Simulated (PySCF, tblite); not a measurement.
# C4H7NSSi: geometry, infrared bands and NMR shifts

Aim: predict the infrared bands and NMR shifts of C4H7NSSi (`C/N=C\C1=C[SiH2]S1`).

Programs: tblite 0.8.0 and PySCF 2.14.0, with density-fitted response routines of our own. Each step states its level of theory. These are calculated values for one molecule in the gas phase, unless marked as measured. Atoms are numbered from 0 throughout.

## Step 1: Starting geometry

14 atoms, charge 0, multiplicity 1; geometry from: force field or distance geometry start.

Bonds of the start (Å): C0–N1 1.44, N1–C2 1.30, C2–C3 1.50, C3–C4 1.36, C4–Si5 1.85, Si5–S6 2.10, S6–C3 1.76, C0–H7 1.10, C0–H8 1.09, C0–H9 1.09, C2–H10 1.10, C4–H11 1.09, Si5–H12 1.47, Si5–H13 1.49.

## Step 2: Geometry optimisation with GFN2-xTB

Job settings and geometry (Å):

```
{"job": {"kind": "relax", "xc": "GFN2-xTB", "basis": "xTB"}, "charge": 0, "multiplicity": 1}
C     -2.483300     0.177700     0.584400
N     -2.025500    -1.025900    -0.069900
C     -0.764600    -1.149900    -0.362000
C      0.395800    -0.216300    -0.192300
C      1.645600    -0.573900    -0.587800
Si     2.555700     0.961700    -0.086400
S      0.590700     1.392500     0.505800
H     -3.562500     0.092600     0.765600
H     -2.019000     0.324500     1.564400
H     -2.355100     1.059100    -0.045500
H     -0.505600    -2.101200    -0.854800
H      2.013800    -1.475300    -1.077400
H      3.021000     1.785600    -1.216700
H      3.492400     0.748300     1.050500
```

Command:

```bash
OMP_NUM_THREADS=1 python probes_run.py task.json out
```

The driver reads the jobs from task.json and runs them one after another.

**Question.** This job is followed by: GFN2-xTB harmonic vibrations, gas phase; GIAO PBE0/pcSseg-1 NMR shielding, non-relativistic, gas phase. Predict these results of the whole session: strongest single infrared mode (GFN2-xTB); zero-point energy (GFN2-xTB); 13C shifts against TMS (PBE0/pcSseg-1); 1H shifts against TMS (PBE0/pcSseg-1, means over atoms taken as alike); 15N shifts against NH3 (PBE0/pcSseg-1); 29Si shifts against TMS (PBE0/pcSseg-1); 33S shifts against CS2 (PBE0/pcSseg-1).

As calculated:

| quantity | value |
| --- | --- |
| strongest single infrared mode (GFN2-xTB) | 2346 cm⁻¹, 358 km/mol |
| zero-point energy (GFN2-xTB) | 60.5 kcal/mol |
| 13C shifts against TMS (PBE0/pcSseg-1) | 167.6, 159.7, 128.1, 40.2 ppm |
| 1H shifts against TMS (PBE0/pcSseg-1, means over atoms taken as alike) | 8.04, 5.40, 5.39, 4.27 ppm |
| 15N shifts against NH3 (PBE0/pcSseg-1) | 410.6 ppm |
| 29Si shifts against TMS (PBE0/pcSseg-1) | -31.2 ppm |
| 33S shifts against CS2 (PBE0/pcSseg-1) | -27 ppm |

The optimisation took 37 steps and gained 0.341 eV; among the close pairs (by a distance rule), Si5–S6 changed most, from 2.097 to 2.211 Å. All 36 modes are real, so the xTB geometry is a minimum. Unscaled tight-binding wavenumbers are off by several per cent, some by more. Its intensities can rank the bands wrongly. At PBE0/pcSseg-1: The largest span, 819 ppm, is at N1, where the paramagnetic term is -470 ppm.
